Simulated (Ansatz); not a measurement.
# C2N: the cost of one run

Method: DFT PBE, scalar-relativistic, plane waves, PAW, in Ansatz 0.2.0.

### Step 1. The system as given

Symmetry: P-3m1, No. 164, trigonal system. Conventional cell: a = 2.513 Å, b = 2.513 Å, c = 17.512 Å, α = 90.00°, β = 90.00°, γ = 120.00°. C (site symmetry 3m) has 3 N at 1.92 Å in its first shell of neighbours. N (site symmetry 3m) is surrounded by 6 C at 1.92 Å.

As a file:

```xyz
6
Lattice="2.5129 0.0000 0.0000 -1.2565 2.1762 0.0000 0.0000 0.0000 17.5117" Properties=species:S:1:pos:R:3 pbc="T T T"
C     0.0000    1.4508    1.3899
C     1.2565    0.7254   13.5954
C     1.2565    0.7254   16.1218
C     0.0000    1.4508    3.9163
N     0.0000    1.4508   14.8580
N     1.2565    0.7254    2.6537
```

The cell is invented: species swapped into a database cell of Te2Mo (P-3m1, No. 164), with C on the Te sites and N on the Mo sites. Lengths come from tabulated atomic sizes and are only a guess.

### Step 2. Probe: one point on a coarse mesh

File input.yaml:

```yaml
crystal:
  lattice:
    - [2.51291202, 0.0, 0.0]
    - [-1.25645601, 2.17624565, 0.0]
    - [0.0, 0.0, 17.51170201]
  atoms:
    - { symbol: C, position: [0.33333333, 0.66666667, 0.07937114] }
    - { symbol: C, position: [0.66666667, 0.33333333, 0.77636051] }
    - { symbol: C, position: [0.66666667, 0.33333333, 0.92062886] }
    - { symbol: C, position: [0.33333333, 0.66666667, 0.22363949] }
    - { symbol: "N", position: [0.33333333, 0.66666667, 0.84845853] }
    - { symbol: "N", position: [0.66666667, 0.33333333, 0.15154147] }
basis:
  ecutwfc: 420
kpoints:
  mp_grid: { grid: [6, 6, 1] }
hamiltonian:
  xc: pbe
scf:
  occupations: { method: gaussian, width: 0.1 }
  lower_state_search: "off"
output:
  forces: true
  stress: true
  eigenvalues: true
```

Command:

```
ansatz run input.yaml --threads 1 --pin off --max-ram 2560MiB --backend cpu --events-out ev --progress --plain --runs-dir out
```

**Question.** How long does this run take on 1 thread of Intel Xeon at 2.50GHz (Skylake/Cascade Lake), shared host, and how much memory does it need?

About 2.9 s, with a peak of 0.33 GiB.
